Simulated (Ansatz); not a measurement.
Write a Python script for the Ansatz DFT code, driven from Python that makes a few random alloy cells with their mixing energies of Pt-Rh random alloys. Use (first run): PBE, PAW, cutoff 470 eV, Gaussian smearing of 0.1 eV.

The script, `random_alloy_pt.py`:
```python
"""Random Pt-Rh cells of 8 mixed sites, after relaxing cells and atoms."""

from collections import Counter

import ansatz as az
import numpy as np
import pandas as pd

config = {
    "cutoff_ev": 470,
    "xc": "pbe",
    "max_scf": 70,
    "kspacing": 0.27,
    "filling": "gaussian",
    "width_ev": 0.1,
}


def fcc(a_site, a):
    return (
        az.Lattice.fcc(a)
        .space_group(225)
        .atom(a_site, [0, 0, 0])
        .primitive()
    )

A_FIRST, A_LAST = 3.92, 3.8


def compute(name, crystal):
    calc = (
        crystal.calculation()
        .basis(config["cutoff_ev"])  # plane waves up to this kinetic energy
        .functional(config["xc"])
        .scf(max_iterations=config["max_scf"])
        .kpoints(spacing=config["kspacing"])  # sampling of the Brillouin zone
        .occupations(config["filling"], width=config["width_ev"])  # fractional filling near the Fermi level
        .band_table()
    )
    calc = calc.relax(force_tolerance=0.02, max_steps=30, cell=True)
    return calc.run(threads=1, backend="cpu")

def relaxed_twice(name, crystal):
    # the second pass draws mesh and plane waves anew for the relaxed cell
    first = compute(name, crystal)
    again = az.Crystal(lattice=az.Lattice.of(first.lattice.cell_ang))
    for site in first.report["lattice"]["sites"]:
        again = again.atom(site["symbol"], site["position_frac"])
    return compute(name, again)


def volume_per_atom(outcome):
    return abs(np.linalg.det(outcome.lattice.cell_ang)) / len(outcome.lattice.sites)


def counts(outcome):
    return Counter(site.symbol for site in outcome.lattice.sites)


def main() -> None:
    phases = {"Pt": fcc("Pt", A_FIRST), "Rh": fcc("Rh", A_LAST)}
    for k in [5]:
        a = A_FIRST + (A_LAST - A_FIRST) * k / 8
        supercell = fcc("Pt", a).supercell(2).resolved()
        for seed in [32, 58]:
            drawn = supercell.site_disorder().occupy("Pt", Pt=8 - k, Rh=k).random(seed=seed)
            phases[f"Pt{8 - k}Rh{k} seed {seed}"] = drawn.crystal

    done = {name: relaxed_twice(name, crystal) for name, crystal in phases.items()}

    # x is the share of the second element on the mixed sites; both end members stand on this same lattice
    x = {name: counts(o)["Rh"] / (counts(o)["Pt"] + counts(o)["Rh"]) for name, o in done.items()}
    first, last = min(x, key=x.get), max(x, key=x.get)
    energy = {name: o.report["energy_sigma0_ev"] / len(o.lattice.sites) for name, o in done.items()}
    volume = {name: volume_per_atom(o) for name, o in done.items()}
    rows = []
    for name in sorted(done, key=x.get):
        line = lambda table: (1 - x[name]) * table[first] + x[name] * table[last]
        rows.append((name, x[name], 1000 * (energy[name] - line(energy)), volume[name], 100 * (volume[name] / line(volume) - 1)))
    print(pd.DataFrame(rows, columns=["cell", "x(Rh)", "E_mix (meV/atom)", "V (A^3/atom)", "excess V (%)"]).round(4).to_string(index=False))


if __name__ == "__main__":
    main()
```

```console
$ python random_alloy_pt.py
          cell  x(Rh)  E_mix (meV/atom)  V (A^3/atom)  excess V (%)
            Pt  0.000            0.0000       15.6226        0.0000
Pt3Rh5 seed 32  0.625           -7.8263       14.6448       -0.0224
Pt3Rh5 seed 58  0.625          -17.7761       14.6332       -0.1017
            Rh  1.000            0.0000       14.0633        0.0000
```

Total energies depend on the potentials; only differences at equal settings carry meaning. Spin is left out of this run. Spin-orbit coupling, which matters for elements this heavy, is left out. Cells of eight mixed sites are far from the random limit, and both end members stand on the same lattice, which need not be their own. Differences under about 40 meV an atom lie within the error of mesh and functional. The cells are prototypes set up for this calculation and needn't exist. The whole script took 5.4 min on 1 thread of Arm Neoverse V1, on a shared host, peak memory 0.7 GiB.

(Lines on the test bed's own set-up are left out of the output.)
